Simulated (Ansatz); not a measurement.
# GeH6SeSi: basis-set convergence

Aim: see how fast density functionals converge with the basis set for GeH6SeSi.

Computed with Ansatz 0.2.0, Gaussian basis. Level: one geometry, several basis sets.

Levels to be run: PBE0-D4/def2-SVP; ωB97M-V/def2-SVP; PBE0-D4/def2-QZVPP; ωB97M-V/def2-QZVPP; the functionals' def2-TZVPP values are taken from earlier runs.

### 1 Structure used throughout

All runs share one geometry, relaxed beforehand with PBE0-D4 in a triple-zeta def2 set.

SMILES `[SiH3][Se][GeH3]`, 9 atoms, charge 0, spin multiplicity 1.

Atoms are counted from 1 here; the program's logs count them from 0.

Bond lengths: Si1–Se2 2.273 Å, Si1–H4 1.486 Å, Si1–H5 1.483 Å, Si1–H6 1.486 Å, Se2–Ge3 2.358 Å, Ge3–H7 1.536 Å, Ge3–H8 1.533 Å, Ge3–H9 1.536 Å. Angles: Se2–Si1–H4 110.9°, Se2–Si1–H5 106.5°, Se2–Si1–H6 111.0°, H4–Si1–H5 109.9°, H4–Si1–H6 108.6°, H5–Si1–H6 109.9°, Si1–Se2–Ge3 94.9°, Se2–Ge3–H7 109.7°, Se2–Ge3–H8 105.9°, Se2–Ge3–H9 109.8°, H7–Ge3–H8 110.8°, H7–Ge3–H9 109.8°, H8–Ge3–H9 110.7°.

### 2 PBE0-D4 in def2-SVP

in.yaml

```yaml
crystal:
  periodic: [false, false, false]
  atoms:
    - {symbol: Si, position_ang: [-0.754887, 0.820513, -1.278457]}
    - {symbol: Se, position_ang: [1.367826, 0.708894, -0.472323]}
    - {symbol: Ge, position_ang: [0.847253, -0.801662, 1.261183]}
    - {symbol: H, position_ang: [-1.226756, -0.517818, -1.718716]}
    - {symbol: H, position_ang: [-0.718402, 1.749371, -2.434148]}
    - {symbol: H, position_ang: [-1.689694, 1.335012, -0.244475]}
    - {symbol: H, position_ang: [0.279276, -2.099036, 0.665964]}
    - {symbol: H, position_ang: [2.166349, -1.072089, 1.994083]}
    - {symbol: H, position_ang: [-0.182566, -0.169484, 2.209789]}
basis:
  gaussian: {orbitals: def2-SVP}
hamiltonian: {xc: pbe0, dispersion: d4}
output: {orbitals: {seedname: orbitals}}
```

On the command line:

```
> ansatz run in.yaml --threads 4 --pin off --events-out ev --progress --plain --max-ram 10444MiB
```

Further steps of the session: ωB97M-V in def2-SVP; PBE0-D4 in def2-QZVPP; ωB97M-V in def2-QZVPP.

**Question.** What will the summary of the whole plan be? Wanted: PBE0-D4: double and triple zeta above quadruple; ωB97M-V: double and triple zeta above quadruple.

The runs gave:

```
                                       quantity           value
PBE0-D4: double and triple zeta above quadruple  20.87, 2.87 eV
ωB97M-V: double and triple zeta above quadruple  20.79, 2.78 eV
```

**Reading.** For PBE0-D4 the step from double to triple zeta gains 18.00 eV and the next only 2.87 eV. These are total energies; as a rule much of such shifts cancels in differences, which this series doesn't test. The LUMO of ωB97M-V is positive and keeps falling with the basis (1.68 to 0.99 eV): an unbound level that the basis holds in place.
